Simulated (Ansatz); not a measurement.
# CH7B2GaO: a ladder of functionals and wavefunction methods

Aim: compute CH7B2GaO with functionals from several rungs and with coupled cluster, and see how far each lands from CCSD(T) at the basis-set limit for the atomisation energy.

Computed with Ansatz 0.2.0, Gaussian basis. Level: functionals in def2-TZVPP, the program's frozen cores in correlated methods.

Plan: LDA (SPW92), PBE-D4, revPBE-D4, BLYP-D4, r2SCAN-D4, B97M-V, PBE0-D4, B3LYP-D4, r2SCANh-D4, r2SCAN0-D4, HSE06-D4, BHLYP-D4, CAM-B3LYP-D4, LC-ωPBE, ωB97X-V, ωB97M-V, B2PLYP, PBE-QIDH; CCSD(T)/def2-SVP; CCSD(T)/def2-TZVPP; MP2/def2-QZVPP; extrapolation to the limit; RPA on PBE.

## Step 1: Structure used throughout

The geometry comes from an earlier relaxation with PBE0-D4 in a triple-zeta def2 set; it is a stationary point, not always the lowest conformer.

12 atoms, charge 0, spin multiplicity 1.

Atoms are counted from 1 here; the program's logs count them from 0.

Bond lengths: B1–B2 1.550 Å, B1–Ga3 2.125 Å, B1–H6 1.195 Å, B1–H7 1.221 Å, B2–O4 1.295 Å, Ga3–H8 1.583 Å, Ga3–H9 1.576 Å, O4–C5 1.429 Å, C5–H10 1.089 Å, C5–H11 1.090 Å, C5–H12 1.089 Å. Angles: B2–B1–Ga3 88.8°, B2–B1–H6 123.4°, B2–B1–H7 112.8°, Ga3–B1–H6 111.8°, Ga3–B1–H7 85.5°, H6–B1–H7 120.6°, B1–B2–O4 173.5°, B1–Ga3–H8 123.2°, B1–Ga3–H9 118.2°, H8–Ga3–H9 117.6°, B2–O4–C5 125.4°, O4–C5–H10 107.9°, O4–C5–H11 110.8°, O4–C5–H12 107.9°, H10–C5–H11 110.2°, H10–C5–H12 109.8°, H11–C5–H12 110.2°.

## Step 2: LDA

This LDA is Slater exchange with PW92 correlation.

in.yaml

```yaml
crystal:
  periodic: [false, false, false]
  atoms:
    - {symbol: B, position_ang: [-0.934143, 0.979376, 0.899934]}
    - {symbol: B, position_ang: [0.015251, 0.311679, -0.127508]}
    - {symbol: Ga, position_ang: [-0.396597, -0.520152, 2.305688]}
    - {symbol: O, position_ang: [0.852981, -0.332303, -0.875609]}
    - {symbol: C, position_ang: [0.955401, -0.215134, -2.296452]}
    - {symbol: H, position_ang: [-0.763295, 2.078724, 1.335819]}
    - {symbol: H, position_ang: [-2.042041, 0.467085, 0.922701]}
    - {symbol: H, position_ang: [-0.328512, -2.060477, 1.946834]}
    - {symbol: H, position_ang: [-0.329797, -0.122751, 3.829178]}
    - {symbol: H, position_ang: [1.971756, 0.095171, -2.534621]}
    - {symbol: H, position_ang: [0.239926, 0.514193, -2.677648]}
    - {symbol: H, position_ang: [0.759080, -1.195431, -2.728315]}
basis:
  gaussian: {orbitals: def2-TZVPP}
hamiltonian: {xc: lda}
output: {orbitals: {seedname: orbitals}}
```

Launch:

```console
ansatz run in.yaml --threads 4 --pin off --events-out ev --progress --plain --max-ram 10444MiB
```

After this run come: PBE-D4 (GGA); revPBE-D4 (GGA); BLYP-D4 (GGA); r2SCAN-D4 (meta-GGA); B97M-V (meta-GGA); PBE0-D4 (hybrid); B3LYP-D4 (hybrid); r2SCANh-D4 (hybrid); r2SCAN0-D4 (hybrid); HSE06-D4 (hybrid); BHLYP-D4 (hybrid); CAM-B3LYP-D4 (range-separated); LC-ωPBE (range-separated); ωB97X-V (range-separated); ωB97M-V (range-separated); B2PLYP (double hybrid); PBE-QIDH (double hybrid); CCSD(T) in def2-SVP; CCSD(T) in def2-TZVPP; MP2 in def2-QZVPP; RPA on PBE orbitals.

Before running them: what should the planned runs give, taken together? Wanted: atomisation energy, CCSD(T)/CBS; farthest beyond LDA; mean size of error, GGA; mean size of error, meta-GGA; mean size of error, hybrid; mean size of error, range-separated; mean size of error, double hybrid; gap, smallest and largest; T1 diagnostic.

As calculated:

```
                               quantity                                                                                                                 value
        atomisation energy, CCSD(T)/CBS                                                                                                             42.250 eV
    functionals within 0.422 eV (1.0 %)  revPBE-D4, BLYP-D4, PBE0-D4, B3LYP-D4, r2SCANh-D4, r2SCAN0-D4, HSE06-D4, LC-ωPBE, ωB97X-V, ωB97M-V, B2PLYP, PBE-QIDH
                    farthest beyond LDA                                                                                                    PBE-D4 (+0.982 eV)
                mean size of error, GGA                                                                                                              0.360 eV
           mean size of error, meta-GGA                                                                                                              0.665 eV
             mean size of error, hybrid                                                                                                              0.374 eV
    mean size of error, range-separated                                                                                                              0.285 eV
      mean size of error, double hybrid                                                                                                              0.159 eV
              gap, smallest and largest                                                                              3.35 eV (LDA (SPW92)), 9.76 eV (LC-ωPBE)
                          T1 diagnostic                                                                                                                0.0141
triples share of the correlation energy                                                                                                                 4.0 %
```

The LDA atomisation energy is off by 6.338 eV (15 %): it overbinds. PBE-D4 is off by +0.982 eV. Double hybrids carry the basis error of their MP2 part in triple zeta, and no dispersion term here, so their miss is partly the set-up's. The rungs double hybrid, range-separated, GGA, hybrid miss on average by less than the doubt on the reference (0.422 eV), so they tie. Misses under about 0.422 eV are within the doubt on the reference itself, which lacks core-valence correlation, relativity and higher excitations, and its outer-core shells are covered unevenly. Hartree-Fock recovers 75 % of the binding; the rest is correlation. CCSD(T) in def2-SVP is off by -1.817 eV, so the small basis spoils what the method gains. The gap grows from 3.4 to 9.8 eV across the functionals, mostly with the share of exact exchange. Correlated methods include outer-core shells of Ga, which these sets cover unevenly.
